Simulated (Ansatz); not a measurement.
# BFH₅NOSi: basis-set convergence

The task here is to estimate one member of a computed series from the others.

Method: one geometry, several basis sets; program: Ansatz 0.2.0, Gaussian basis.

Plan: PBE0-D4/def2-SVP; ωB97M-V/def2-SVP; PBE0-D4/def2-QZVPP; ωB97M-V/def2-QZVPP; the functionals' def2-TZVPP values are taken from earlier runs.

### The relaxed structure

The geometry comes from an earlier relaxation with PBE0-D4 in a triple-zeta def2 set; it is a stationary point, not always the lowest conformer.

SMILES `NB(F)O[SiH3]`, 10 atoms, charge 0, spin multiplicity 1.

Atoms are counted from 1 here; the program's logs count them from 0.

Bond lengths: N1–B2 1.402 Å, N1–H6 1.003 Å, N1–H7 1.004 Å, B2–F3 1.338 Å, B2–O4 1.361 Å, O4–Si5 1.638 Å, Si5–H8 1.482 Å, Si5–H9 1.491 Å, Si5–H10 1.482 Å. Angles: B2–N1–H6 123.6°, B2–N1–H7 121.7°, H6–N1–H7 114.8°, N1–B2–F3 118.6°, N1–B2–O4 124.4°, F3–B2–O4 117.1°, B2–O4–Si5 137.7°, O4–Si5–H8 109.1°, O4–Si5–H9 110.5°, O4–Si5–H10 109.0°, H8–Si5–H9 109.1°, H8–Si5–H10 110.0°, H9–Si5–H10 109.1°.

Set-up of the first run:

File in.yaml:

```yaml
crystal:
  periodic: [false, false, false]
  atoms:
    - {symbol: N, position_ang: [-1.022917, 0.822602, 1.118534]}
    - {symbol: B, position_ang: [-0.481172, 1.141424, -0.134307]}
    - {symbol: F, position_ang: [-0.768919, 2.332439, -0.671128]}
    - {symbol: O, position_ang: [0.327486, 0.315975, -0.854265]}
    - {symbol: Si, position_ang: [0.977180, -1.179594, -0.699780]}
    - {symbol: H, position_ang: [-0.856785, -0.047615, 1.589393]}
    - {symbol: H, position_ang: [-1.615706, 1.462670, 1.614932]}
    - {symbol: H, position_ang: [0.506812, -2.029593, -1.819338]}
    - {symbol: H, position_ang: [0.562026, -1.798640, 0.591046]}
    - {symbol: H, position_ang: [2.455093, -1.070768, -0.732288]}
basis:
  gaussian: {orbitals: def2-SVP}
hamiltonian: {xc: pbe0, dispersion: d4}
output: {orbitals: {seedname: orbitals}}
```

On the command line:

```console
$ ansatz run in.yaml --threads 4 --pin off --events-out ev --progress --plain --max-ram 10444MiB
```

Among the steps run: PBE0-D4 in def2-SVP; ωB97M-V in def2-SVP; PBE0-D4 in def2-QZVPP; ωB97M-V in def2-QZVPP.

One of the session's tables, all rows but one given; the rest of the session is left out.

It belongs to the step «Density functionals: the series». 

| functional | basis | HOMO (eV) | LUMO (eV) |
| --- | --- | --- | --- |
| PBE0-D4 | def2-SVP | -7.97 | 0.66 |
| PBE0-D4 | def2-TZVPP | ? | ? |
| PBE0-D4 | def2-QZVPP | -8.22 | -0.10 |
| ωB97M-V | def2-SVP | -10.36 | 2.52 |
| ωB97M-V | def2-TZVPP | -10.58 | 1.64 |
| ωB97M-V | def2-QZVPP | -10.62 | 1.28 |

Estimate the missing values for PBE0-D4, def2-TZVPP.

As computed: HOMO (eV): -8.18; LUMO (eV): 0.07. In the column «HOMO (eV)» it lies between PBE0-D4, def2-QZVPP (-8.22) and PBE0-D4, def2-SVP (-7.97).
